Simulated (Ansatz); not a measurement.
# Sn5C: the cost of one run

Program: Ansatz 0.2.0. PAW datasets, plane waves, zero pressure. No spin polarisation and no zero-point or thermal motion; the cell was built from a prototype and may be hypothetical.

## Step 1: The cell

This is the cell as the run starts from it, not yet at rest; its lengths are not the crystal's.

The symmetry is P3m1 (No. 156, trigonal); conventional cell a = 4.197 Å, c = 10.280 Å, 26.13 Å³ an atom. Near C stand 4 Sn at 2.57 Å; near Sn stand 4 Sn at 2.57 Å; near Sn stand 3 C at 2.57 Å and 1 Sn at 2.57 Å.

As a file:

```cif
data_structure
_symmetry_space_group_name_H-M 'P 1'
_symmetry_Int_Tables_number 1
_cell_length_a 4.1968
_cell_length_b 4.1968
_cell_length_c 10.2800
_cell_angle_alpha 90.000
_cell_angle_beta 90.000
_cell_angle_gamma 120.000
_cell_volume 156.80
loop_
_atom_site_label
_atom_site_type_symbol
_atom_site_fract_x
_atom_site_fract_y
_atom_site_fract_z
_atom_site_occupancy
C1 C 0.00000 0.00000 0.00000 1
Sn1 Sn 0.66667 0.33333 0.66667 1
Sn2 Sn 0.33333 0.66667 0.33333 1
Sn3 Sn 0.66667 0.33333 0.91667 1
Sn4 Sn 0.33333 0.66667 0.58333 1
Sn5 Sn 0.00000 0.00000 0.25000 1
```

## Step 2: Relaxing with PBE

input.yaml reads:

```yaml
crystal:
  lattice:
    - [4.196792426, 0.0, 0.0]
    - [-2.098396213, 3.6345288553, 0.0]
    - [0.0, 0.0, 10.28]
  atoms:
    - { symbol: C, position: [0.0, 0.0, 0.0] }
    - { symbol: Sn, position: [0.6666666667, 0.3333333333, 0.6666666667] }
    - { symbol: Sn, position: [0.3333333333, 0.6666666667, 0.3333333333] }
    - { symbol: Sn, position: [0.6666666667, 0.3333333333, 0.9166666667] }
    - { symbol: Sn, position: [0.3333333333, 0.6666666667, 0.5833333333] }
    - { symbol: Sn, position: [0.0, 0.0, 0.25] }
kpoints:
  mp_grid: { grid: [6, 6, 2] }
hamiltonian:
  xc: pbe
scf:
  occupations: { method: fermi_dirac, width: 0.02 }
relax:
  f_tol: 0.005
  cell: {}
```

Launch:

```sh
ansatz run input.yaml --threads 4 --pin off --max-ram 6451MiB --backend cpu --events-out ev --progress --plain --runs-dir out
```

Q: Estimate wall time and peak memory on 4 threads of Arm Neoverse V1, shared host.

About 32 s, with a peak of 0.52 GiB.
